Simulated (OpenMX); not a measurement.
Crystal: WS.

```
W S
1.0
     3.00789    0.00000    0.00000
     0.00000    3.00789    0.00000
     0.00000    0.00000    3.00789
W S
1 1
Direct
  0.50000 0.50000 0.50000
  0.00000 0.00000 0.00000
```

The cell was built by a generator and needn't be a form met in nature.

Base run:

| Property | Result |
| --- | --- |
| Program | OpenMX 3.8.5 |
| Functional | PBE |
| Dispersion | D3 |
| Potentials or basis | OpenMX 2013 PBE set, W7.0-s3p2d2f1, S7.0-s2p2d1f1, grid cutoff 400 Ry |
| k mesh | 7 × 7 × 7 |
| Occupations | fermi-dirac, width 0.05 eV |
| Spin | no spin polarisation |

Its results: band gap on the k mesh none (metal or under the smearing width); pressure -2.8 GPa.

Task: After a change of settings the same cell gave: band gap on the k mesh none (metal or under the smearing width); pressure 2.4 GPa. Which change was it?
A. dispersion from D3 to D4
B. dispersion from D3 to D3(BJ)
C. dispersion from D3 to none

Result: C.

Dispersion adds attraction, which lowers the pressure at fixed volume and, as a term added to the energy, leaves the levels alone.

Caveats: the basis of atomic orbitals isn't converged, which shifts pressures, moduli and gaps; pairwise dispersion overbinds metals, which lowers pressure and volume (some runs).

Not every run made on this cell is shown here.
